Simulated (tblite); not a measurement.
# C7H10SSi: the cost of one run

The runs use tblite 0.8.0 and PySCF 2.14.0, with density-fitted response routines of our own; the level of theory stands in each step. All values are computed, except where a source is named. Atoms count from 0, in the outputs and in this text.

## Step 1: The starting structure

19 atoms, charge 0, multiplicity 1; geometry from: force field or distance geometry start.

Bonds of the start (Å): C0–C1 1.22, C1–C2 1.44, C2–S3 1.81, S3–Si4 2.12, Si4–C5 1.84, C5–C6 1.47, C6–C7 1.53, C7–C8 1.52, C5–C2 1.49, C8–C5 1.50, C0–H9 1.06, C2–H10 1.09, Si4–H11 1.45, Si4–H12 1.46, C6–H13 1.11, C6–H14 1.10, C7–H15 1.11, C7–H16 1.12, C8–H17 1.11, C8–H18 1.10.

## Step 2: Relaxing the molecule with GFN2-xTB

The job: settings as JSON, then the geometry in Å.

```
{"job": {"kind": "relax", "xc": "GFN2-xTB", "basis": "xTB"}, "charge": 0, "multiplicity": 1}
C      2.780500    -1.792600     0.176600
C      2.146100    -0.795000    -0.111000
C      1.429600     0.408900    -0.439700
S      1.478300     1.647600     0.884700
Si    -0.331700     2.166900    -0.084200
C     -0.045900     0.356600    -0.232300
C     -0.916900    -0.375200    -1.164500
C     -1.814400    -0.665500     0.034100
C     -0.558800    -0.510700     0.882300
H      3.333100    -2.663700     0.421400
H      1.779200     0.840600    -1.379800
H     -1.488200     2.431800     0.745400
H     -0.227700     2.940700    -1.317000
H     -1.407300     0.234800    -1.954800
H     -0.528300    -1.297900    -1.614800
H     -2.289000    -1.667700     0.063900
H     -2.552300     0.146500     0.268000
H     -0.700000     0.097800     1.804200
H     -0.096000    -1.494800     1.025100
```

Run with:

```sh
$ OMP_NUM_THREADS=1 python probes_run.py task.json out
```

One launch serves the whole session: the jobs run in the order shown.

**Question.** How long does this first job take on 1 thread of Arm Neoverse V2, shared host, and how much memory does it need?

About 1.1 s, with a peak of 0.18 GiB.
